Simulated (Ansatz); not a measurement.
# In3P4: the cost of one run

Program: Ansatz 0.2.0. Level of theory: DFT PBE, scalar-relativistic, plane waves, PAW. These are calculated values, not measurements.

1 further run of the same task is left out (it didn't finish).

### Step 1. The structure to begin with

It takes space group Pm-3m (No. 221, cubic). The conventional cell has a = 5.024 Å, b = 5.024 Å, c = 5.024 Å, α = 90.00°, β = 90.00°, γ = 90.00°. In (site symmetry 4/mmm) has 6 P at 2.51 Å as nearest neighbours. P (site symmetry m-3m) is surrounded by 6 In at 2.51 Å. Around P (site symmetry 4/mmm) lie 4 In at 2.51 Å.

As a file:

```
In P
1.0
     5.02410    0.00000    0.00000
     0.00000    5.02410    0.00000
     0.00000    0.00000    5.02410
In P
3 4
Direct
  0.50000 0.50000 0.00000
  0.00000 0.50000 0.50000
  0.50000 0.00000 0.50000
  0.50000 0.50000 0.50000
  0.50000 0.00000 0.00000
  0.00000 0.50000 0.00000
  0.00000 0.00000 0.50000
```

Recipe of the guess: species swapped into a database cell of W3N4 (Pm-3m, No. 221), with In on the W sites and P on the N sites. Lengths come from tabulated atomic sizes and are only a guess.

### Step 2. A first look at the guess

input.yaml reads:

```yaml
crystal:
  lattice:
    - [5.02410177, 0.0, 0.0]
    - [0.0, 5.02410177, 0.0]
    - [0.0, 0.0, 5.02410177]
  atoms:
    - { symbol: In, position: [0.5, 0.5, 0.0] }
    - { symbol: In, position: [0.0, 0.5, 0.5] }
    - { symbol: In, position: [0.5, 0.0, 0.5] }
    - { symbol: P, position: [0.5, 0.5, 0.5] }
    - { symbol: P, position: [0.5, 0.0, 0.0] }
    - { symbol: P, position: [0.0, 0.5, 0.0] }
    - { symbol: P, position: [0.0, 0.0, 0.5] }
basis:
  ecutwfc: 420
kpoints:
  mp_grid: { grid: [4, 4, 4] }
hamiltonian:
  xc: pbe
scf:
  occupations: { method: gaussian, width: 0.1 }
  lower_state_search: "off"
output:
  forces: true
  stress: true
  eigenvalues: true
```

Command:

```console
ansatz run input.yaml --threads 1 --pin off --max-ram 2048MiB --backend cpu --events-out ev --progress --plain --runs-dir out
```

**Question.** How long does this run take on 1 thread of Arm Neoverse V2, shared host, and how much memory does it need?

About 3.4 s, with a peak of 0.42 GiB.
